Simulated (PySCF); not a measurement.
# Sn₂S: one geometry, many levels of theory

How much do the numbers for Sn₂S (triplet) hang on the method? All levels run at one geometry, the PBE0 minimum.

Program: PySCF 2.14.0. Level of theory: several methods, basis S def2-SVP, Sn def2-SVP with ECP28, scalar-relativistic core potentials, no spin–orbit coupling, density fitting. These are calculated values, not measurements.

## (1) The system as given

3 atoms, charge 0, spin multiplicity 3.

Bond lengths: S1–Sn2 2.378 Å, S1–Sn3 2.378 Å. Angles: Sn2–S1–Sn3 180.0°.

Coordinates in bohr (charge 0 multiplicity 3):
```
S     0.0000    0.0000    0.0000
Sn    0.0000    0.0000    4.4939
Sn    0.0000    0.0000   -4.4939
```

## (2) PBE0

One driver script runs all steps and calls PySCF; scf.py shows the equivalent input of each level. Each SCF starts from the density of the minimum. The driver also runs the species with one electron less or more at the same geometry (cation multiplicity 2, anion multiplicity 2); their logs are not shown.

scf.py

```python
from pyscf import gto, scf, dft
mol = gto.M(atom='''
S      0.000000     0.000000     0.000000
Sn     0.000000     0.000000     2.378048
Sn     0.000000     0.000000    -2.378048''',
    basis={'S': 'def2-SVP', 'Sn': 'def2-SVP'},
    ecp={'Sn': 'def2-SVP'},
    charge=0, spin=2)
mf = dft.UKS(mol, xc='PBE0')
mf.grids.atom_grid = (75, 302)
aux = {'S': 'def2-universal-JKFIT', 'Sn': 'def2-universal-JKFIT'}
mf = mf.density_fit(auxbasis=aux)
mf.kernel()
```

## (3) HF

scf.py: that of step 2 with these lines changed.

```diff
@@ -9,2 +9 @@
-mf = dft.UKS(mol, xc='PBE0')
-mf.grids.atom_grid = (75, 302)
+mf = scf.UHF(mol)
```

## (4) MP2

scf.py: that of step 3 with these lines changed.

```diff
@@ -12,0 +13,2 @@
+from pyscf.mp import dfump2
+dfump2.DFUMP2(mf, frozen=13).kernel()  # the driver gives MP2 a fitting basis of its own (RI)
```

## (5) PBE

scf.py: that of step 4 with these lines changed.

```diff
@@ -9 +9,2 @@
-mf = scf.UHF(mol)
+mf = dft.UKS(mol, xc='PBE')
+mf.grids.atom_grid = (75, 302)
@@ -13,2 +13,0 @@
-from pyscf.mp import dfump2
-dfump2.DFUMP2(mf, frozen=13).kernel()  # the driver gives MP2 a fitting basis of its own (RI)
```

## (6) CCSD(T)

scf.py: that of step 5 with these lines changed.

```diff
@@ -9,2 +9 @@
-mf = dft.UKS(mol, xc='PBE')
-mf.grids.atom_grid = (75, 302)
+mf = scf.UHF(mol)
@@ -13,0 +13,3 @@
+from pyscf import cc
+mycc = cc.CCSD(mf, frozen=13).run()
+mycc.ccsd_t()
```

(Steps that only read results are left out.)

Q: Predict the outcome of this session. Wanted: atomisation energy, range; vertical ionisation energy, range; vertical electron affinity, range; gap, range; T1, D1.

As calculated:

```
                         quantity                         value
        atomisation energy, range  233 (HF) to 643 (PBE) kJ/mol
vertical ionisation energy, range    5.40 (HF) to 6.26 (PBE) eV
vertical electron affinity, range  0.80 (MP2) to 1.08 (PBE0) eV
                       gap, range    0.92 (PBE) to 5.44 (HF) eV
                           T1, D1                  0.025, 0.100
```

What this shows: The atomisation energy spreads over 410 kJ/mol, from HF to PBE; without a CCSD(T) value for it there is no yardstick here. Spin contamination is strong in at least one of the open-shell species at PBE0, HF, MP2. Without diffuse functions electron affinities tend to come out too low. With an element this heavy the missing spin–orbit coupling can shift these numbers.
